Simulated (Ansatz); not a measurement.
# Cu (Cu (111), 3 layers): how the settings move a single-point run

Question: which choices in the input matter for Cu (Cu (111), 3 layers)?

Program: Ansatz 0.2.0. Level of theory: reference: DFT, PBE, PAW with Ansatz's default frozen-core files, scalar-relativistic. These are calculated values, not measurements.

## 1. The system as given

The structure is trigonal, space group P-3m1 (No. 164). Conventional cell: a = 2.567 Å, b = 2.567 Å, c = 20.191 Å, α = 90.00°, β = 90.00°, γ = 120.00°. Cu (site symmetry 3m) has 9 Cu at 2.55 to 2.57 Å as nearest neighbours. Around Cu (site symmetry -3m) lie 12 Cu at 2.55 to 2.57 Å.

Structure file:

```cif
data_structure
_symmetry_space_group_name_H-M 'P 1'
_symmetry_Int_Tables_number 1
_cell_length_a 2.5665
_cell_length_b 2.5665
_cell_length_c 20.1911
_cell_angle_alpha 90.000
_cell_angle_beta 90.000
_cell_angle_gamma 120.000
_cell_volume 115.18
loop_
_atom_site_label
_atom_site_type_symbol
_atom_site_fract_x
_atom_site_fract_y
_atom_site_fract_z
_atom_site_occupancy
Cu1 Cu 0.16667 0.33333 0.39744 1
Cu2 Cu 0.50000 0.00000 0.50000 1
Cu3 Cu 0.83333 0.66667 0.60256 1
```

## 2. Reference

input.yaml

```yaml
crystal:
  lattice:
    - [2.5665139637, 0.0, 0.0]
    - [-1.2832569818, 2.2226662917, 0.0]
    - [0.0, 0.0, 20.1911]
  atoms:
    - { symbol: Cu, position: [0.1666666667, 0.3333333333, 0.3974439066] }
    - { symbol: Cu, position: [0.5, 1.0, 0.4999999857] }
    - { symbol: Cu, position: [0.8333333333, 0.6666666667, 0.6025561074] }
kpoints:
  mp_grid: { grid: [15, 15, 1] }
scf:
  occupations: { method: fermi_dirac, width: 0.1 }
hamiltonian:
  xc: pbe
  pseudopotentials: { kind: paw }
output:
  forces: true
  stress: true
  eigenvalues: true
efield:
  axis: 3
  amplitude: 0.3
  dipole_correction: true
```

Launch:

```sh
$ ansatz run input.yaml --threads 1 --pin off --max-ram 3584MiB --backend cpu --events-out ev --progress --plain --runs-dir out
```

## 3. Changed: starting moments, mixing.algorithm msr1, mixing.beta 0.2, mixing.ndim 2, spin_polarized true

input.yaml

```yaml
crystal:
  lattice:
    - [2.5665139637, 0.0, 0.0]
    - [-1.2832569818, 2.2226662917, 0.0]
    - [0.0, 0.0, 20.1911]
  atoms:
    - { symbol: Cu, position: [0.1666666667, 0.3333333333, 0.3974439066], spin: 0.2 }
    - { symbol: Cu, position: [0.5, 1.0, 0.4999999857], spin: 0.2 }
    - { symbol: Cu, position: [0.8333333333, 0.6666666667, 0.6025561074], spin: 0.2 }
kpoints:
  mp_grid: { grid: [15, 15, 1] }
scf:
  occupations: { method: fermi_dirac, width: 0.1 }
  mixing: { algorithm: msr1, beta: 0.2, ndim: 2 }
hamiltonian:
  xc: pbe
  pseudopotentials: { kind: paw }
output:
  forces: true
  stress: true
  eigenvalues: true
efield:
  axis: 3
  amplitude: 0.3
  dipole_correction: true
magnetization:
  spin_polarized: true
```

Q: Predict the outcome of this session. Wanted: for each run, ending; energy change; gap; force.

As calculated:

```csv
run,ending,energy change,gap (eV),force (eV/Å),cycles,time
reference,converged,0,0.00,0.01,11,13 s
"1: starting moments, mixing.algorithm msr1, mixing.beta 0.2, mixing.ndim 2, spin_polarized true",converged,0.0 meV/atom,0.00,0.01,24,49 s
```

Residual by cycle in the longest SCF loop of each run; runs are numbered as in the table. The quantity is the density residual dr2, in eV.

```csv
cycle,reference,run 1
1,13.5,13.5
3,1.07,0.225
5,0.0169,0.0265
7,0.00109,0.00357
9,3.3e-5,3.0e-4
11,7.2e-8,2.7e-5
14,-,1.1e-6
16,-,3.7e-7
18,-,2.2e-8
20,-,6.8e-9
22,-,7.0e-11
24,-,1.8e-10
```

**Reading.** With the changed spin polarisation and mixing the energy stays within 0.5 meV/atom: no moment survives, so both runs end on the same non-magnetic state.
